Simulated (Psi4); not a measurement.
# SnNH2F (SMILES [NH2][Sn][F]) at HF/def2-SV(P) (core potential, sweep point 1)

Aim: a geometry optimisation of SnNH2F. 

The calculation is run with Psi4 1.11.

2 further runs of the same task are left out: 2 set aside as unsound or not needed.

## Step 1: The structure to begin with

SnNH2F: 5 atoms, total charge 0, spin state singlet. SMILES: `[NH2][Sn][F]`. The coordinates come from a PBE0-D4/def2-TZVP relaxation. This is one conformer, not always the lowest. The run starts from this shape.

Bond lengths: N1–Sn2 2.003 Å, Sn2–F3 1.951 Å, N1–H4 1.008 Å, N1–H5 1.010 Å. Angles: N1–Sn2–F3 92.0°, Sn2–N1–H4 126.2°, Sn2–N1–H5 121.8°, H4–N1–H5 112.0°.

## Step 2: A geometry optimisation at HF/def2-SV(P) (core potential, sweep point 1)

The input, fh2nsn.inp:

```
memory 1600 MB

molecule geom {
  N     -0.57239804     0.93635929    -0.74322928
  Sn     0.64042818    -0.10147829     2.68945822
  F      1.82717619    -3.35596462     1.42542042
  H     -1.41124747     2.58760198    -1.18882671
  H     -0.38966153    -0.20579117    -2.26124628
  units au
  symmetry c1
}

set basis def2-SV(P)
set puream true
set scf_type pk
set g_convergence gau_tight
set geom_maxiter 50

energy_value = optimize('hf')
```

Started as:

```console
$ psi4 fh2nsn.inp fh2nsn.out -n 1
```

**Question.** What will come out? Wanted: total energy at the end; dipole moment; HOMO energy; LUMO energy; HOMO–LUMO gap.

Computed results:

At HF/def2-SV(P) (core potential, sweep point 1):

| quantity | value |
| --- | --- |
| total energy at the end | -368.30957 Eh |
| dipole moment | 3.10 D |
| HOMO energy | -9.96 eV |
| LUMO energy | 0.96 eV |
| HOMO–LUMO gap | 10.92 eV |

In words: At the final geometry: Bond lengths: N1–Sn2 2.009 Å, Sn2–F3 1.949 Å, N1–H4 1.004 Å, N1–H5 1.006 Å. Angles: N1–Sn2–F3 91.8°, Sn2–N1–H4 126.1°, Sn2–N1–H5 122.2°, H4–N1–H5 111.7°. The optimisation took 7 steps and changed the energy by -0.001 eV.
